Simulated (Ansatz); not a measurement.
# TiSi16: the cost of one run

All numbers below are computed with Ansatz 0.2.0 (DFT PBE, plane waves, PAW, scalar-relativistic, no spin polarisation).

### 1 The structure to begin with

The cell holds 17 atoms (Si16Ti): a = 7.679 Å, b = 7.679 Å, c = 7.679 Å, α = 60.00°, β = 60.00°, γ = 60.00°.

Structure file:

```cif
data_structure
_symmetry_space_group_name_H-M 'P 1'
_symmetry_Int_Tables_number 1
_cell_length_a 7.6792
_cell_length_b 7.6792
_cell_length_c 7.6792
_cell_angle_alpha 60.000
_cell_angle_beta 60.000
_cell_angle_gamma 60.000
_cell_volume 320.21
loop_
_atom_site_label
_atom_site_type_symbol
_atom_site_fract_x
_atom_site_fract_y
_atom_site_fract_z
_atom_site_occupancy
Si1 Si 0.00000 0.00000 0.00000 1
Si2 Si 0.12500 0.12500 0.12500 1
Si3 Si 0.00000 0.00000 0.50000 1
Si4 Si 0.12500 0.12500 0.62500 1
Si5 Si 0.00000 0.50000 0.00000 1
Si6 Si 0.12500 0.62500 0.12500 1
Si7 Si 0.00000 0.50000 0.50000 1
Si8 Si 0.12500 0.62500 0.62500 1
Si9 Si 0.50000 0.00000 0.00000 1
Si10 Si 0.62500 0.12500 0.12500 1
Si11 Si 0.50000 0.00000 0.50000 1
Si12 Si 0.62500 0.12500 0.62500 1
Si13 Si 0.50000 0.50000 0.00000 1
Si14 Si 0.62500 0.62500 0.12500 1
Si15 Si 0.50000 0.50000 0.50000 1
Si16 Si 0.62500 0.62500 0.62500 1
Ti1 Ti 0.37219 0.87685 0.38392 1
```

### 2 Preparing the start

The input, input.yaml:

```yaml
crystal:
  lattice:
    - [0.0, 5.43, 5.43]
    - [5.43, 0.0, 5.43]
    - [5.43, 5.43, 0.0]
  atoms:
    - { symbol: Si, position: [0.0, 0.0, 0.0] }
    - { symbol: Si, position: [0.125, 0.125, 0.125] }
    - { symbol: Si, position: [0.0, 0.0, 0.5] }
    - { symbol: Si, position: [0.125, 0.125, 0.625] }
    - { symbol: Si, position: [0.0, 0.5, 0.0] }
    - { symbol: Si, position: [0.125, 0.625, 0.125] }
    - { symbol: Si, position: [0.0, 0.5, 0.5] }
    - { symbol: Si, position: [0.125, 0.625, 0.625] }
    - { symbol: Si, position: [0.5, 0.0, 0.0] }
    - { symbol: Si, position: [0.625, 0.125, 0.125] }
    - { symbol: Si, position: [0.5, 0.0, 0.5] }
    - { symbol: Si, position: [0.625, 0.125, 0.625] }
    - { symbol: Si, position: [0.5, 0.5, 0.0] }
    - { symbol: Si, position: [0.625, 0.625, 0.125] }
    - { symbol: Si, position: [0.5, 0.5, 0.5] }
    - { symbol: Si, position: [0.625, 0.625, 0.625] }
    - { symbol: Ti, position: [0.3721929, 0.8768532, 0.3839189] }
basis:
  ecutwfc: 420.0
kpoints:
  mp_grid: { grid: [2, 2, 2] }
hamiltonian:
  xc: pbe
  pseudopotentials: { kind: paw, azcp: { folder: soft_1 } }
scf:
  occupations: { method: fermi_dirac, width: 0.05 }
  lower_state_search: "off"
relax:
  f_tol: 0.08
  max_steps: 25
  adjacent_minimum: "off"
```

Run with:

```console
$ ansatz run input.yaml --threads 1 --pin off --max-ram 3072MiB --backend cpu --events-out ev --progress --plain --runs-dir out
```

What time and memory should one allow on 1 thread of Arm Neoverse V1, shared host?

About 32 s, with a peak of 0.55 GiB.
